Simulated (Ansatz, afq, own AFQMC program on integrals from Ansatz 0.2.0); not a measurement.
# InH₂+ (singlet): quantum Monte Carlo beside coupled cluster at scale of all distances = 1.112, def2-TZVP

One table from this session's results is given with a row withheld; the runs are named, their logs left out.

Method: def2-TZVP, frozen cores; program: Ansatz 0.2.0, Gaussian basis, and an in-house AFQMC program (afq) on its integrals; all values are calculated.

Plan: Full CI; PBE (unrestricted); r2SCAN (unrestricted); PBE0 (unrestricted); CCSD(T) on RHF; B3LYP (unrestricted); wB97M-V (unrestricted); B2PLYP (unrestricted); Full CI; CCSDT(Q) on RHF; Phaseless AFQMC, CISD trial on RHF; Phaseless AFQMC, single-determinant trial on RHF; Free-projection AFQMC, CISD trial on RHF; UHF.

1 further run of the same task is left out (it didn't finish).

**The geometry**

The geometry derives from a PBE0/def2-TZVP stationary point (not a proven minimum). All distances are scaled together. No spin-orbit coupling is included. Elements past krypton take def2 core potentials.

3 atoms, charge 1, spin multiplicity 1.

Atoms are counted from 1 here; the program's logs count them from 0.

Bond lengths: In1–H2 1.852 Å, In1–H3 1.852 Å. Angles: H2–In1–H3 180.0°.

The first run:

Input file in.yaml:

```yaml
crystal:
  periodic: [false, false, false]
  atoms:
    - {symbol: In, position_ang: [0.000000, 0.000000, 0.000000]}
    - {symbol: H, position_ang: [0.000000, 0.000000, -1.851925]}
    - {symbol: H, position_ang: [0.000000, 0.000000, 1.851925]}
basis:
  gaussian: {orbitals: def2-TZVP}
total_charge: 1
correlation: {method: fci, electrons: outside_noble_gas}
```

Command:

```console
$ ansatz run in.yaml --threads 1 --pin off --events-out ev --progress --plain --max-ram 15360MiB --backend cuda --devices 0, --max-vram 18GiB
```

Steps of the session up to this table: Full CI; PBE (unrestricted); r2SCAN (unrestricted); PBE0 (unrestricted); CCSD(T) on RHF; B3LYP (unrestricted); wB97M-V (unrestricted); B2PLYP (unrestricted); CCSDT(Q) on RHF; Phaseless AFQMC, CISD trial on RHF; Phaseless AFQMC, single-determinant trial on RHF; Free-projection AFQMC, CISD trial on RHF; UHF.

One table of the session follows, with a row left open; its other results are not shown here.

On the RHF determinant, counted from full CI (exact for this spin and basis):

| level | from full CI (kcal/mol) |
| --- | --- |
| HF | +45.88 |
| MP2 | +12.42 |
| CCSD | ? |
| CCSD(T) | +0.25 |
| CCSDT(Q) | +0.01 |
| full CI | 0.00 |
| Phaseless AFQMC, CISD trial, step 0.005, 4000 walkers | +0.08 |
| Phaseless AFQMC, single-determinant trial, step 0.005, 4000 walkers | -0.08 |
| Free-projection AFQMC, CISD trial, step 0.03, 4000 walkers | 0.00 |

**Question.** Estimate the row for CCSD.

The run gave: from full CI (kcal/mol): +0.88. In the column «from full CI (kcal/mol)» it lies between CCSD(T) (+0.25) and MP2 (+12.42).

The functionals' totals stand on their own zeros and serve differences with other points: PBE -5197.777 eV; r2SCAN -5199.602 eV; PBE0 -5197.720 eV; B3LYP -5199.756 eV; wB97M-V -5196.072 eV; B2PLYP -5190.022 eV.

To keep in mind: On the RHF determinant, counted from full CI (exact for this spin and basis): On RHF the phaseless walk with the CISD trial lies +0.08 kcal/mol from full CI, 3 times its error bar: mostly the bias of the constraint. Error bars are statistical and leave out the constraint, the time step and what remains of the start. In carries a core potential, and spin-orbit coupling is left out.
